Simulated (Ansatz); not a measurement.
**K+ with H2O2: structure and interaction energy**

The task here is to estimate one member of a computed series from the others.

Method: PBE0-D4 structure, single points in def2-TZVPPD; program: Ansatz 0.2.0, Gaussian basis.

Levels: PBE-D4, revPBE-D4, BLYP-D4, r2SCAN-D4, B97M-V, PBE0-D4, B3LYP-D4, HSE06-D4, wB97X-V, wB97M-V, B2PLYP, Hartree-Fock, MP2, CCSD, CCSD(T). The reference is CCSD(T) extrapolated to the basis limit. For elements past Ar these valence bases correlate outer-core shells poorly and lack relativity, so that limit is rough.

Correlated methods freeze the cores. The outer core shell of Li, Na, Mg and K is correlated. B3LYP uses VWN-RPA correlation. B2PLYP carries no dispersion term here.

163 further runs of the same task are left out: 163 set aside as unsound or not needed.

**Starting geometry**

The pair, from a GFN2-xTB docking trial: 5 atoms, charge 1, spin multiplicity 1.

Atoms are counted from 1 here; the program's logs count them from 0.

Bond lengths: K1–O2 2.387 Å, K1–O3 2.395 Å, O2–O3 1.418 Å, O2–H4 0.978 Å, O3–H5 0.977 Å. Angles: O2–K1–O3 34.5°, K1–O2–O3 73.0°, K1–O2–H4 144.1°, O3–O2–H4 105.1°, K1–O3–O2 72.4°, K1–O3–H5 143.1°, O2–O3–H5 105.2°.

Geometry (Å):

```xyz
5

K     0.0499   -0.2028   -2.1139
O     0.5071   -0.4713    0.2131
O    -0.5205    0.4999    0.1030
H     0.2811   -0.9917    1.0096
H    -0.3176    1.1659    0.7881
```

Atoms 1 to 1 are fragment A (K+), the rest fragment B (H2O2).

The first run:

The input, pre/in.yaml:

```yaml
crystal:
  periodic: [false, false, false]
  atoms:
    - {symbol: K, position_ang: [0.049900, -0.202800, -2.113900]}
    - {symbol: O, position_ang: [0.507100, -0.471300, 0.213100]}
    - {symbol: O, position_ang: [-0.520500, 0.499900, 0.103000]}
    - {symbol: H, position_ang: [0.281100, -0.991700, 1.009600]}
    - {symbol: H, position_ang: [-0.317600, 1.165900, 0.788100]}
basis:
  gaussian: {orbitals: def2-SVP}
total_charge: 1
hamiltonian: {xc: pbe, dispersion: d4}
relax: {f_tol: 0.03, max_steps: 250}
```

On the command line:

```
$ ansatz run in.yaml --threads 2 --pin off --events-out ev --progress --plain --max-ram 5222MiB
```

Among the steps run: A first relaxation in a small basis; Relaxation at PBE0-D4; wB97X-V/def2-TZVPPD; wB97M-V/def2-TZVPPD; B2PLYP/def2-TZVPPD; B97M-V/def2-TZVPPD; CCSD(T)/def2-TZVPPD; MP2/def2-QZVPPD; Vibrations of the pair.

One of the session's tables, all rows but one given; the rest of the session is left out.

```
      method  interaction (kJ/mol)
      PBE-D4                -76.40
   revPBE-D4                     ?
     BLYP-D4                -74.57
   r2SCAN-D4                -78.50
      B97M-V                -78.31
     PBE0-D4                -78.03
    B3LYP-D4                -77.72
    HSE06-D4                -78.02
     wB97X-V                -78.74
     wB97M-V                -79.01
      B2PLYP                -76.11
Hartree-Fock                -73.15
         MP2                -76.28
        CCSD                -74.80
     CCSD(T)                -74.84
 CCSD(T)/CBS                -79.51
```

**Question.** Estimate the row for revPBE-D4.

**Answer.** interaction (kJ/mol): -70.66. In the column «interaction (kJ/mol)» it is the highest.

Among the levels timed on like hardware and quicker than the yardstick, those that no quicker one beats, quickest first: PBE-D4 (3.2 s, +3.11 kJ/mol); PBE0-D4 (4 s, +1.48 kJ/mol); r2SCAN-D4 (6.2 s, +1.01 kJ/mol); wB97X-V (15 s, +0.77 kJ/mol); wB97M-V (18 s, +0.50 kJ/mol).

wB97M-V reaches 0.50 kJ/mol from the reference in 18 s, where CCSD(T)/CBS took 40 s; the quickest level in the cost chart, PBE-D4, takes 3.2 s and misses by 3.11 kJ/mol.

To keep in mind: A lower arrangement may exist.
